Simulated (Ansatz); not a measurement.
**LaP: how the settings move a single-point run**

Aim: see which settings change the result for LaP, by how much, and at what cost. The cell is built on a prototype (CsCl type) and needn't be the phase found in nature.

Computed with Ansatz 0.2.0 (reference: DFT, PBEsol, plane waves, PAW, unless a step's input says otherwise).

4 further runs of the same task are left out: 1 for a known fault of the program, 3 that didn't finish.

### Step 1. Starting point

The structure is cubic, space group Pm-3m (No. 221). Conventional cell: a = 3.650 Å, b = 3.650 Å, c = 3.650 Å, α = 90.00°, β = 90.00°, γ = 90.00°. La (site symmetry m-3m) is surrounded by 8 P at 3.16 Å. P (site symmetry m-3m) is surrounded by 8 La at 3.16 Å.

Coordinates:

```cif
data_structure
_symmetry_space_group_name_H-M 'P 1'
_symmetry_Int_Tables_number 1
_cell_length_a 3.6497
_cell_length_b 3.6497
_cell_length_c 3.6497
_cell_angle_alpha 90.000
_cell_angle_beta 90.000
_cell_angle_gamma 90.000
_cell_volume 48.61
loop_
_atom_site_label
_atom_site_type_symbol
_atom_site_fract_x
_atom_site_fract_y
_atom_site_fract_z
_atom_site_occupancy
La1 La 0.00000 0.00000 0.00000 1
P1 P 0.50000 0.50000 0.50000 1
```

### Step 2. Baseline

The input, input.yaml:

```yaml
crystal:
  lattice:
    - [3.6496601442, 0.0, 0.0]
    - [0.0, 3.6496601442, 0.0]
    - [0.0, 0.0, 3.6496601442]
  atoms:
    - { symbol: La, position: [0.0, 0.0, 0.0] }
    - { symbol: P, position: [0.5, 0.5, 0.5] }
kpoints:
  mp_grid: { grid: [6, 6, 6] }
hamiltonian:
  xc: pbesol
scf:
  occupations: { method: fermi_dirac, width: 0.02 }
  n_extra_bands: 4
output:
  forces: true
  stress: true
  eigenvalues: true
  write_density: true
  write_potential: true
  elf: true
  volumetric_format: npy
```

The run is started by

```
$ ansatz run input.yaml --threads 4 --pin off --max-ram 3686MiB --backend cpu --events-out ev --progress --plain --runs-dir out
```

### Step 3. Changed: ecutrho_ratio 12

Changes to input.yaml since step 2:

```diff
@@ -15,2 +15,3 @@
   n_extra_bands: 4
+  max_iter: 59
 output:
@@ -19,5 +20,3 @@
   eigenvalues: true
-  write_density: true
-  write_potential: true
-  elf: true
-  volumetric_format: npy
+basis:
+  ecutrho_ratio: 12
```

### Step 4. Changed: xc r2scan

Changes to input.yaml since step 2:

```diff
@@ -11,3 +11,3 @@
 hamiltonian:
-  xc: pbesol
+  xc: r2scan
 scf:
@@ -19,5 +19 @@
   eigenvalues: true
-  write_density: true
-  write_potential: true
-  elf: true
-  volumetric_format: npy
```

Q: Predict the outcome of this session. Wanted: for each run, ending; energy change; pressure; gap; force.

The runs gave:

```tsv
run	ending	energy change	pressure (GPa)	gap (eV)	force (eV/Å)	cycles	time
reference	converged	0	-3.8	0.00	0.00	6	0.6 s
1: ecutrho_ratio 12	converged	0.0 meV/atom	-3.8	0.00	0.00	6	0.58 s
2: xc r2scan	converged	not comparable	0.0	0.00	0.00	8	1 s
```

Times don't compare one to one where runs were asked for different outputs or read a saved state (see the inputs); cycles may leave out searches for a lower state.

Residual by cycle in the longest SCF loop of each run; runs are numbered as in the table. The quantity is the density residual dr2, in eV.

```tsv
cycle	reference	run 1	run 2
1	0.00609	0.00609	0.184
2	0.00132	0.00132	0.0426
3	0.00188	0.00187	0.0038
4	6.0e-6	6.0e-6	6.5e-4
5	2.7e-7	2.7e-7	1.1e-4
6	2.6e-8	2.7e-8	2.2e-6
7	-	-	1.4e-7
8	-	-	9.9e-11
```

«ecutrho_ratio 12» leaves the energy as it was. The pressure spans -3.8 to 0.0 GPa over the reference and the converged variants.
